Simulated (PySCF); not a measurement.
# C₈H₁₁N₂+: NMR shifts at several levels of theory, part 2 of 2

PySCF 2.14.0. Atoms count from 0.

### 5 NMR shieldings: wB97X-D/pcSseg-1

Job settings and geometry (Å):

```
{"job": {"kind": "nmr", "xc": "wB97X-D", "basis": "pcSseg-1", "pop": false}, "charge": 1, "multiplicity": 1}
N     -1.747442     1.446584    -0.525853
C     -2.437856     0.360596    -0.772366
N     -2.210202    -0.824607    -0.262277
C     -1.185185    -1.174675     0.728323
C      0.163735    -0.568214     0.438249
C      0.812546    -0.822022    -0.776514
C      2.052355    -0.247928    -1.041709
C      2.657655     0.582003    -0.096100
C      2.021635     0.833690     1.117493
C      0.776666     0.261754     1.384814
H     -1.989239     2.314746    -0.990530
H     -0.897430     1.417426     0.040706
H     -3.283217     0.447558    -1.463330
H     -2.857529    -1.556706    -0.537644
H     -1.540850    -0.866544     1.725284
H     -1.127470    -2.272726     0.733228
H      0.349923    -1.478126    -1.519395
H      2.555122    -0.454866    -1.988871
H      3.632522     1.027653    -0.305066
H      2.497161     1.471920     1.865209
H      0.287261     0.451052     2.345000
```

Level: GIAO wB97X-D/pcSseg-1 NMR shielding, non-relativistic, gas phase.

The program printed:

```text
coarse grid: 17632 points
cycle   1  E = -420.4434910230  dE =  2.346e+00  |g| = 3.924e-01  |ddm| = 4.265e+00
cycle   2  E = -420.4772936166  dE = -3.380e-02  |g| = 2.929e-01  |ddm| = 8.863e-01
cycle   3  E = -420.4962003268  dE = -1.891e-02  |g| = 6.742e-02  |ddm| = 2.674e-01
cycle   4  E = -420.4971370947  dE = -9.368e-04  |g| = 3.525e-02  |ddm| = 9.114e-02
cycle   5  E = -420.4974156772  dE = -2.786e-04  |g| = 5.448e-03  |ddm| = 3.352e-02
cycle   6  E = -420.4974225801  dE = -6.903e-06  |g| = 2.515e-03  |ddm| = 7.836e-03
final grid: 170744 points
cycle   7  E = -420.5601393810  dE = -2.007e-04  |g| = 9.968e-03  |ddm| = 5.587e-02
cycle   8  E = -420.5601409702  dE = -1.589e-06  |g| = 1.026e-02  |ddm| = 1.351e-02
cycle   9  E = -420.5601606656  dE = -1.970e-05  |g| = 7.309e-04  |ddm| = 5.530e-03
cycle  10  E = -420.5601607497  dE = -8.404e-08  |g| = 5.590e-04  |ddm| = 1.295e-03
cycle  11  E = -420.5601608190  dE = -6.931e-08  |g| = 1.127e-04  |ddm| = 5.224e-04
cycle  12  E = -420.5601608223  dE = -3.349e-09  |g| = 2.748e-05  |ddm| = 1.265e-04
cycle  13  E = -420.5601608228  dE = -5.076e-10  |g| = 7.990e-06  |ddm| = 7.753e-05
converged SCF energy = -420.5601608228

GIAO shielding tensors (ppm)
atom      isotropic    diamagn.    paramagn.     s11        s22        s33       span
  0 N      134.909     326.485    -191.577     43.588    153.829    207.310    163.722
  1 C       22.241     246.917    -224.676    -63.778      0.105    130.396    194.174
  2 N      118.470     327.970    -209.500     20.749    141.325    193.336    172.587
  3 C      132.688     246.051    -113.363    109.199    138.386    150.479     41.280
  4 C       51.193     267.247    -216.054    -57.320     40.024    170.875    228.194
  5 C       49.311     253.821    -204.510    -61.301     35.438    173.796    235.098
  6 C       43.342     254.664    -211.322    -70.871     22.629    178.267    249.137
  7 C       42.168     255.058    -212.890    -71.077     18.131    179.451    250.528
  8 C       43.771     254.398    -210.627    -68.940     22.762    177.491    246.431
  9 C       50.015     254.291    -204.277    -55.836     42.757    163.124    218.960
 10 H       25.823      27.847      -2.024     20.866     23.444     33.160     12.294
 11 H       25.244      34.795      -9.551     14.259     25.092     36.382     22.123
 12 H       24.216      24.364      -0.148     20.873     24.807     26.969      6.095
 13 H       25.132      28.061      -2.930     19.712     23.980     31.703     11.990
 14 H       26.953      30.751      -3.798     22.183     26.609     32.069      9.886
 15 H       26.446      29.373      -2.927     23.055     25.196     31.087      8.032
 16 H       23.615      33.588      -9.973     19.862     22.322     28.660      8.798
 17 H       23.232      29.754      -6.522     19.783     23.500     26.413      6.630
 18 H       23.210      28.455      -5.245     19.986     23.788     25.857      5.871
 19 H       23.285      29.081      -5.796     19.900     23.656     26.299      6.400
 20 H       23.712      32.781      -9.069     20.455     22.723     27.959      7.505
```

Run time: 32 s. Hardware: 8 threads of Intel Xeon Platinum 8488C (Sapphire Rapids), shared host.

Key values: δ C1 162.3, C7 142.4, C6 141.0, C5 134.9, H18 8.17, H17 8.12 ppm (means over like atoms).

### 6 Nuclear shieldings: KT2/pcSseg-1

The job, as its differences from that of step 5:

```diff
@@ -1,2 +1,2 @@
-{"job": {"kind": "nmr", "xc": "wB97X-D", "basis": "pcSseg-1", "pop": false}, "charge": 1, "multiplicity": 1}
+{"job": {"kind": "nmr", "xc": "KT2", "basis": "pcSseg-1", "pop": false}, "charge": 1, "multiplicity": 1}
 N     -1.747442     1.446584    -0.525853
```

Method: GIAO KT2/pcSseg-1 NMR shielding, non-relativistic, gas phase.

The program printed:

```text
coarse grid: 17632 points
cycle   1  E = -428.0077584567  dE =  1.593e+00  |g| = 4.872e-01  |ddm| = 4.420e+00
cycle   2  E = -427.9213125969  dE =  8.645e-02  |g| = 7.526e-01  |ddm| = 1.506e+00
cycle   3  E = -428.0679472008  dE = -1.466e-01  |g| = 1.733e-01  |ddm| = 9.729e-01
cycle   4  E = -428.0748906000  dE = -6.943e-03  |g| = 7.195e-02  |ddm| = 2.199e-01
cycle   5  E = -428.0761955353  dE = -1.305e-03  |g| = 1.606e-02  |ddm| = 8.588e-02
cycle   6  E = -428.0762483715  dE = -5.284e-05  |g| = 6.452e-03  |ddm| = 1.878e-02
cycle   7  E = -428.0762570402  dE = -8.669e-06  |g| = 2.103e-03  |ddm| = 7.536e-03
final grid: 170744 points
cycle   8  E = -428.0517449261  dE = -3.677e-04  |g| = 1.496e-02  |ddm| = 1.429e-01
cycle   9  E = -428.0516757225  dE =  6.920e-05  |g| = 2.138e-02  |ddm| = 3.632e-02
cycle  10  E = -428.0517913397  dE = -1.156e-04  |g| = 6.386e-03  |ddm| = 2.728e-02
cycle  11  E = -428.0518026737  dE = -1.133e-05  |g| = 1.074e-03  |ddm| = 7.292e-03
cycle  12  E = -428.0518029440  dE = -2.704e-07  |g| = 3.317e-04  |ddm| = 1.554e-03
cycle  13  E = -428.0518029632  dE = -1.918e-08  |g| = 1.972e-04  |ddm| = 4.895e-04
cycle  14  E = -428.0518029734  dE = -1.018e-08  |g| = 5.398e-05  |ddm| = 2.337e-04
cycle  15  E = -428.0518029741  dE = -7.178e-10  |g| = 1.044e-05  |ddm| = 5.744e-05
converged SCF energy = -428.0518029741

GIAO shielding tensors (ppm)
atom      isotropic    diamagn.    paramagn.     s11        s22        s33       span
  0 N      135.636     326.371    -190.735     54.261    150.948    201.699    147.438
  1 C       35.644     248.579    -212.935    -40.488     21.793    125.626    166.114
  2 N      117.660     327.723    -210.063     29.916    138.582    184.482    154.567
  3 C      129.460     250.093    -120.633    105.580    134.874    147.926     42.346
  4 C       60.373     267.113    -206.740    -35.010     50.135    165.994    201.004
  5 C       59.729     253.460    -193.731    -39.367     48.437    170.118    209.485
  6 C       53.919     254.193    -200.274    -48.154     36.081    173.830    221.984
  7 C       52.902     254.797    -201.895    -48.524     31.577    175.652    224.177
  8 C       54.058     253.855    -199.797    -46.354     35.756    172.772    219.126
  9 C       60.959     253.650    -192.691    -32.397     55.910    159.363    191.760
 10 H       25.715      27.850      -2.134     20.950     23.290     32.907     11.957
 11 H       24.954      34.925      -9.972     13.890     24.948     36.023     22.133
 12 H       24.350      24.365      -0.014     20.847     24.693     27.512      6.664
 13 H       25.029      27.928      -2.899     19.850     23.867     31.371     11.521
 14 H       26.696      30.990      -4.294     22.197     26.431     31.460      9.264
 15 H       26.118      29.254      -3.136     22.771     25.081     30.504      7.733
 16 H       23.637      33.855     -10.218     19.935     22.741     28.235      8.299
 17 H       23.339      29.810      -6.471     19.904     23.933     26.179      6.275
 18 H       23.321      28.607      -5.286     20.136     24.272     25.557      5.421
 19 H       23.395      29.126      -5.731     20.027     24.070     26.087      6.060
 20 H       23.822      32.987      -9.165     20.675     23.187     27.604      6.929
```

It took 20 s on 8 threads of Intel Xeon Platinum 8488C (Sapphire Rapids), shared host.

In short: δ C1 147.6, C7 130.3, C6 129.2, C5 122.9, H18 7.86, H17 7.81 ppm (means over like atoms).

### 7 NMR shieldings: HF/pcSseg-1

The job, as its differences from that of step 6:

```diff
@@ -1,2 +1,2 @@
-{"job": {"kind": "nmr", "xc": "KT2", "basis": "pcSseg-1", "pop": false}, "charge": 1, "multiplicity": 1}
+{"job": {"kind": "nmr", "xc": "HF", "basis": "pcSseg-1", "pop": false}, "charge": 1, "multiplicity": 1}
 N     -1.747442     1.446584    -0.525853
```

Level: GIAO HF/pcSseg-1 NMR shielding, non-relativistic, gas phase.

The program printed:

```text
final grid: 170744 points
cycle   1  E = -417.8209800943  dE =  3.213e+00  |g| = 6.587e-01  |ddm| = 4.183e+00
cycle   2  E = -417.9610936667  dE = -1.401e-01  |g| = 2.503e-01  |ddm| = 1.046e+00
cycle   3  E = -417.9764595176  dE = -1.537e-02  |g| = 9.192e-02  |ddm| = 3.500e-01
cycle   4  E = -417.9789668831  dE = -2.507e-03  |g| = 2.772e-02  |ddm| = 1.426e-01
cycle   5  E = -417.9791667910  dE = -1.999e-04  |g| = 5.050e-03  |ddm| = 3.239e-02
cycle   6  E = -417.9791805257  dE = -1.373e-05  |g| = 1.898e-03  |ddm| = 8.669e-03
cycle   7  E = -417.9791827419  dE = -2.216e-06  |g| = 7.074e-04  |ddm| = 3.775e-03
cycle   8  E = -417.9791831053  dE = -3.634e-07  |g| = 2.986e-04  |ddm| = 1.400e-03
cycle   9  E = -417.9791831904  dE = -8.501e-08  |g| = 1.236e-04  |ddm| = 6.869e-04
cycle  10  E = -417.9791832096  dE = -1.919e-08  |g| = 6.658e-05  |ddm| = 3.121e-04
cycle  11  E = -417.9791832154  dE = -5.838e-09  |g| = 2.355e-05  |ddm| = 2.132e-04
cycle  12  E = -417.9791832160  dE = -6.588e-10  |g| = 6.642e-06  |ddm| = 7.741e-05
converged SCF energy = -417.9791832160

GIAO shielding tensors (ppm)
atom      isotropic    diamagn.    paramagn.     s11        s22        s33       span
  0 N      146.060     326.727    -180.667     46.883    173.681    217.614    170.731
  1 C       20.719     244.350    -223.631    -71.184     -6.326    139.667    210.852
  2 N      134.088     329.452    -195.364     28.900    164.513    208.851    179.951
  3 C      144.575     240.163     -95.588    124.638    149.017    160.069     35.430
  4 C       55.765     266.774    -211.010    -59.558     43.725    183.127    242.685
  5 C       54.425     253.550    -199.125    -62.936     43.358    182.853    245.789
  6 C       49.154     255.387    -206.233    -71.437     32.184    186.716    258.153
  7 C       47.958     255.789    -207.831    -71.300     27.684    187.491    258.790
  8 C       49.946     255.264    -205.318    -68.950     32.636    186.151    255.101
  9 C       55.330     254.098    -198.768    -57.613     50.410    173.194    230.806
 10 H       25.950      27.821      -1.871     20.365     23.158     34.326     13.962
 11 H       25.445      33.980      -8.535     13.961     24.843     37.531     23.570
 12 H       24.108      24.180      -0.073     20.610     24.721     26.993      6.383
 13 H       25.427      28.703      -3.276     19.391     23.804     33.085     13.694
 14 H       27.290      30.498      -3.208     22.064     26.865     32.943     10.878
 15 H       26.804      29.566      -2.762     22.993     25.242     32.177      9.184
 16 H       23.838      33.388      -9.551     19.513     23.132     28.867      9.354
 17 H       23.472      29.936      -6.465     19.470     24.324     26.622      7.152
 18 H       23.456      28.612      -5.156     19.668     24.734     25.968      6.300
 19 H       23.535      29.290      -5.754     19.591     24.530     26.485      6.894
 20 H       23.936      32.681      -8.745     20.094     23.531     28.183      8.089
```

It took 13 s on 8 threads of Intel Xeon Platinum 8488C (Sapphire Rapids), shared host.

In short: δ C1 170.1, C7 142.9, C6 141.3, C5 136.0, H18 8.23, H17 8.18 ppm (means over like atoms).

### 8 Comparing the runs: NMR shifts

Shifts (ppm) of some atoms, chosen among heavy atoms and hydrogens apart, means over like atoms, with basis size and wall time:

```tsv
run	C1	C7	C5	H18	H12	N2	N0	functions	time
PBE0/pcSseg-1	159.6	141.3	133.7	8.16	7.11	149.3	131.9	225	26 s
PBE/pcSseg-1	153.2	138.9	131.2	8.04	6.88	155.5	135.3	225	20 s
wB97X-D/pcSseg-1	162.3	142.4	134.9	8.17	7.16	145.5	129.1	225	32 s
KT2/pcSseg-1	147.6	130.3	122.9	7.86	6.83	146.6	128.7	225	20 s
HF/pcSseg-1	170.1	142.9	136.0	8.23	7.58	131.6	119.7	225	13 s
```

### 9 Summary of results

This closing draws on all 2 parts.

```
                                                               quantity                                               value
                                                            point group                                                  C1
                                   rotational constants (main isotopes)                                2.54, 0.91, 0.90 GHz
13C shifts against TMS (PBE0/pcSseg-1, means over atoms taken as alike)         159.6, 141.3, 139.9, 133.7, 131.8, 52.3 ppm
 1H shifts against TMS (PBE0/pcSseg-1, means over atoms taken as alike)  8.16, 8.12, 7.71, 7.11, 6.27, 6.13, 5.54, 4.74 ppm
                                 15N shifts against NH3 (PBE0/pcSseg-1)                                    149.3, 131.9 ppm
                                               range of the shift of N2                                  131.6 to 155.5 ppm
```

What this shows: Single values in the summary come from the first run of each kind that ended normally (PBE0/pcSseg-1), which need not be the best level. Over 11 steps the energy fell by 0.057 eV; of the close pairs, C7–H18 changed most, 1.078 to 1.092 Å. No frequency check was run at this level, so the end point may be a saddle. NICS(1)zz of -29 ppm above the planar ring from C4 marks a diatropic (aromatic) ring current. Across the 5 runs the shift of N2 moves most, between 131.6 (HF/pcSseg-1) and 155.5 ppm (PBE/pcSseg-1).
